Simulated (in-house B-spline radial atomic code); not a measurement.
# Pb: density, ELF and screening along the radius

Aim: the shell structure of Pb in the radial density, the electron localisation function and the screened nuclear charge, under several settings.

Program: in-house B-spline radial atomic code version 1. Level of theory: several methods, spin-polarised, as named in each step; spherical all-electron atom at the radial basis limit. These are calculated values, not measurements, unless marked.

### 1 Starting point

```
element       : lead (Z = 82)
charge        : 0
electrons     : 82
configuration : [Xe] 4f14 5d10 6s2 6p1 6d1
nucleus       : point (non-relativistic runs) or finite (X2C runs)
```

The outer shells:

[Xe] 4f14 5d10 6s2 6p1 6d1
```
[Xe] core
4f [↑↓][↑↓][↑↓][↑↓][↑↓][↑↓][↑↓]
5d [↑↓][↑↓][↑↓][↑↓][↑↓]
6s [↑↓]
6p [↑ ][  ][  ]
6d [↑ ][  ][  ][  ][  ]
```

Where spins are not typed, each open shell is filled with up spins first.

### 2 Hartree-Fock, X2C, [Xe] 4f14 5d10 6s2 6p1 6d1

Settings of the run:

```ini
Z = 82
electrons = 82.0
configuration = [Xe] 4f14 5d10 6s2 6p1 6d1
hamiltonian = x2c
method = hf
spin_polarised = True
nucleus = fermi
rms_radius = 5.5012
mass_number = 208
atomic_mass = 207.976652005
speed_of_light = 137.035999084
```

The run is started by

```console
$ python run_scf.py task.json out
```

The settings of every run stand in task.json; they run in order.

### 3 LDA (VWN5), X2C, [Xe] 4f14 5d10 6s1 6p2 7f1

Settings of the run:

```ini
Z = 82
electrons = 82.0
configuration = [Xe] 4f14 5d10 6s1 6p2 7f1
hamiltonian = x2c
method = lda,vwn
spin_polarised = True
nucleus = fermi
rms_radius = 5.5012
mass_number = 208
atomic_mass = 207.976652005
speed_of_light = 137.035999084
```

### 4 PBE, non-rel., [Xe] 4f14 5d9 6s2 6p2 7f1

Settings of the run:

```ini
Z = 82
electrons = 82.0
configuration = [Xe] 4f14 5d9 6s2 6p2 7f1
hamiltonian = nr
method = pbe,pbe
spin_polarised = True
```

**Question.** How large is the system in each run, where do the shell borders lie, and what is the highest level?

The runs gave:

| run | total energy (hartree) | highest level (eV) | radius holding 50 / 90 / 99 % (bohr) | radius at n = 0.001 (bohr) | ELF minima on the full grid (bohr) |
| --- | --- | --- | --- | --- | --- |
| Hartree-Fock, X2C, [Xe] 4f14 5d10 6s2 6p1 6d1 | -20879.9640 | -1.605 | 0.370 / 1.39 / 6.22 | 4.44 | 0.023, 0.080, 0.22, 0.60, 2.1, 5.7 |
| LDA (VWN5), X2C, [Xe] 4f14 5d10 6s1 6p2 7f1 | -20873.1729 | -0.300 | 0.370 / 1.39 / 23.9 | 4.40 | 0.022, 0.093, 0.22, 0.67, 2.1 |
| PBE, non-rel., [Xe] 4f14 5d9 6s2 6p2 7f1 | -19526.6485 | -0.324 | 0.376 / 1.43 / 22.7 | 4.51 | 0.029, 0.091, 0.28, 0.66, 2.0 |

In the first run ELF has 6 minima on the grid, which mark the borders between shells. On the record's full grid the screened charge (r times the electrostatic potential) falls from 81.8 near the nucleus to 0.00 at 33 bohr; far out it tends to the net charge, 0. The radius that holds 99 % of the electrons runs from 6.22 bohr (Hartree-Fock, X2C, [Xe] 4f14 5d10 6s2 6p1 6d1) to 23.9 bohr (LDA (VWN5), X2C, [Xe] 4f14 5d10 6s1 6p2 7f1). The grid is coarse (about 29 % a step), so the places of minima are rough. For X2C runs ELF uses the non-relativistic kinetic energy density, and the fields carry no picture-change correction.
